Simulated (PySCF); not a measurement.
# C4H7AlTe: the cost of one run

Computed with PySCF 2.14.0 and routines of our own; the level stands in each step. Atoms count from 0.

## Step 1: The system as given

13 atoms, charge 0, multiplicity 1; geometry from: GFN2-xTB.

## Step 2: Optimising the geometry at PBE0-D3(BJ)/def2-SVP

What the job is given:

```
{"job": {"xc": "PBE0", "basis": "def2-SVP", "d3": "d3bj", "grid": 1, "maxiter": 30, "shake": 0.01, "kind": "geom"}, "charge": 0, "multiplicity": 1}
C      2.818360    -0.623010     0.568320
C      1.800900    -0.869170    -0.056290
C      0.582480    -1.145120    -0.787980
Te    -0.197540     0.693330    -1.636060
C     -0.635760     1.461120     0.408050
Al    -2.281230     0.392760     0.140320
H      3.685900    -0.398350     1.101130
H     -0.139870    -1.552070    -0.115200
H      0.792620    -1.828520    -1.578420
H      0.278990     1.294940     0.999920
H     -0.758860     2.546830     0.301610
H     -3.506120     1.115560    -0.440960
H     -2.434030    -1.105180     0.501480
```

On the command line:

```sh
$ OMP_NUM_THREADS=1 python heavy_run.py task.json out
```

The driver reads the jobs from task.json and runs them one after another.

**Question.** How long does this first job take on 1 thread of Arm Neoverse V1, shared host, and how much memory does it need?

About 65 s, with a peak of 0.59 GiB.
